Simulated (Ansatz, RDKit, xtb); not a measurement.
**B3N3H5SF: ranking a sample of isomers**

A sample of isomers of B3N3H5SF is drawn. Aim: find which of them has the lowest free energy at 298.15 K, then its properties. The sample is small against all isomers, and the most stable one of this formula need not be in it.

Plan: many cheap relaxations first (GFN2-xTB), then density-functional screening, relaxation at PBE-D3(BJ)/def2-SVP, vibrations (at GFN2-xTB) and a final energy. The numbers are computed, not measured.

**1. Possible bonding patterns**

Isomers were taken from a list of plausible structures; this is a sample, not all of them. That gives 3 candidates.

| label | SMILES | spin |
| --- | --- | --- |
| c275 | FB1NBN(S)BN1 | singlet |
| c500 | FB1NBNBN1S | singlet |
| c852 | FB1NBNB(S)N1 | singlet |

Candidates are built by distance geometry, with a force field where one applies, in up to four conformers (letters a to d).

**Question.** With final energies at CCSD(T)/def2-SVP + MP2/def2-TZVPP - MP2/def2-SVP, which structure will this search put lowest in free energy, and by what margin?

| quantity | value |
| --- | --- |
| lowest structure found | FB1NBNB(S)N1, singlet |
| next finalist | FB1NBN(S)BN1, singlet, 38.4 kcal/mol higher in G |
| share at equilibrium, among the finalists | 100.0 % |

The search ends on `FB1NBNB(S)N1`. Among the finalists first place is clear (38.4 kcal/mol); structures outside the list aren't covered. GFN2-xTB, HF/STO-3G, r2SCAN-D4/def2-SVP, PBE-D3(BJ)/def2-SVP, HF/def2-SVP and MP2/def2-SVP already put its bonding pattern lowest among the structures in one piece. The search is not exhaustive (a finite list of starts, one conformer a finalist), so a lower isomer can't be ruled out. Only 3 drawn patterns were tried, so whole families of isomers are missing, and the result ranks this sample alone.
